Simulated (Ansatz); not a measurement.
# Ti3Zn (Pm-3m): equation of state with a fit in Python

Where is the equilibrium volume of Ti3Zn (Pm-3m), and how stiff is it? Wanted for Ti3Zn (Pm-3m): an equation of state with a fit.

Computed with Ansatz 0.2.0 through its Python package. Level of theory: DFT r2SCAN, plane waves, PAW.

**1. Starting point**

Symmetry: Pm-3m, No. 221, cubic system. The conventional cell has a = 4.004 Å, b = 4.004 Å, c = 4.004 Å, α = 90.00°, β = 90.00°, γ = 90.00°. Ti (site symmetry 4/mmm) is surrounded by 8 Ti at 2.83 Å and 4 Zn at 2.83 Å. Zn (site symmetry m-3m) is surrounded by 12 Ti at 2.83 Å.

No structure file is read: the coordinates are typed or built in the script.

**2. The code**

Contents of ti3zn_eos.py:

```python
"""Bulk modulus of Ti3Zn from an E(V) curve."""

import warnings

import ansatz as az
import numpy as np
from scipy.optimize import curve_fit

vectors0 = np.array([
    [4.00375191, 0.0, 0.0],
    [0.0, 4.00375191, 0.0],
    [0.0, 0.0, 4.00375191],
])
sites = [
    ("Ti", (0.0, 0.5, 0.5)),
    ("Ti", (0.5, 0.0, 0.5)),
    ("Ti", (0.5, 0.5, 0.0)),
    ("Zn", (0.0, 0.0, 0.0)),
]


def make_crystal(cell):
    crystal = az.Crystal(lattice=az.Lattice.of(cell))
    for symbol, position in sites:
        crystal = crystal.atom(symbol, position)
    return crystal

def vinet(v, e0, v0, b0, b1):
    eta = (v / v0) ** (1 / 3)
    return e0 + 2 * b0 * v0 / (b1 - 1) ** 2 * (2 - (5 + 3 * b1 * (eta - 1) - 3 * eta) * np.exp(-1.5 * (b1 - 1) * (eta - 1)))

warnings.simplefilter("ignore", az.DeckWarning)

# scale the volume, keep shape and fractions
volumes, energies, pressures = [], [], []
for scale in np.linspace(0.88, 1.12, 7):
    cell = vectors0 * scale ** (1 / 3)
    setup = (
        make_crystal(cell).calculation()
        .functional("r2scan")
        .basis(500)
        .occupations("fermi_dirac", width=50 * az.meV)
        .kpoints(6, 6, 6)
        .stress()
    )
    r = setup.run(threads=1, pin="off").report
    volumes.append(abs(np.linalg.det(cell)) / len(sites))
    energies.append(r["free_energy_ev"] / len(sites))
    pressures.append(np.trace(r["stress_gpa"]) / 3)
    print(f"V = {volumes[-1]:8.4f} A^3/atom  F = {energies[-1]:.5f} eV/atom  P = {pressures[-1]:8.3f} GPa")

guess = (min(energies), volumes[int(np.argmin(energies))], 0.5, 4.5)
(e0, v0, b0, b1), _ = curve_fit(vinet, np.array(volumes), np.array(energies), p0=guess, maxfev=20000)
print(f"Vinet fit: V0 = {v0:.4f} A^3/atom, B0 = {160.21766 * b0:.1f} GPa, B1 = {b1:.2f}")
print("largest residual", round(1000 * float(np.abs(vinet(np.array(volumes), e0, v0, b0, b1) - energies).max()), 3), "meV/atom")
```

**3. The input behind the calls**

The engine receives this input (first run):

```yaml
crystal:
  lattice:
    - [3.83673128086541, 0.0, 0.0]
    - [0.0, 3.83673128086541, 0.0]
    - [0.0, 0.0, 3.83673128086541]
  atoms:
    - { symbol: Ti, position: [0.0, 0.5, 0.5] }
    - { symbol: Ti, position: [0.5, 0.0, 0.5] }
    - { symbol: Ti, position: [0.5, 0.5, 0.0] }
    - { symbol: Zn, position: [0.0, 0.0, 0.0] }
basis:
  ecutwfc: 500.0
kpoints:
  mp_grid:
    grid: [6, 6, 6]
hamiltonian:
  xc: r2scan
scf:
  occupations:
    method: fermi_dirac
    width: 0.05
output:
  stress: true
```

**4. Launch**

On the command line:

```bash
python ti3zn_eos.py
```

**Question.** Estimate the equilibrium volume and the bulk modulus.

The runs gave:

| quantity | value |
| --- | --- |
| runs compared | 7 |
| range of energy | 98.47 meV/atom |
| lowest point, volume (Å³/atom) | 16.045 |
| equilibrium volume (fit) | 16.01 Å³/atom |
| bulk modulus (fit) | 116 GPa |

A third-order Birch-Murnaghan fit through the 7 points (the script's own form differs a little) has its minimum at 16.01 Å³ an atom, 0.2 % below the typed cell, with a bulk modulus of 116 GPa and dB/dP = 3.9. From that minimum the energy rises by 98.5 meV an atom on the compressed side and 71.9 meV on the expanded side. Reading the output:
- For a metal this k-point mesh is coarse: on a finer one energies can move by several to tens of meV an atom and pressures by half a GPa or more, differences at one mesh by less.
- Pressure is positive in compression.
- This cell is a computed structure, which may not be the phase found in nature.
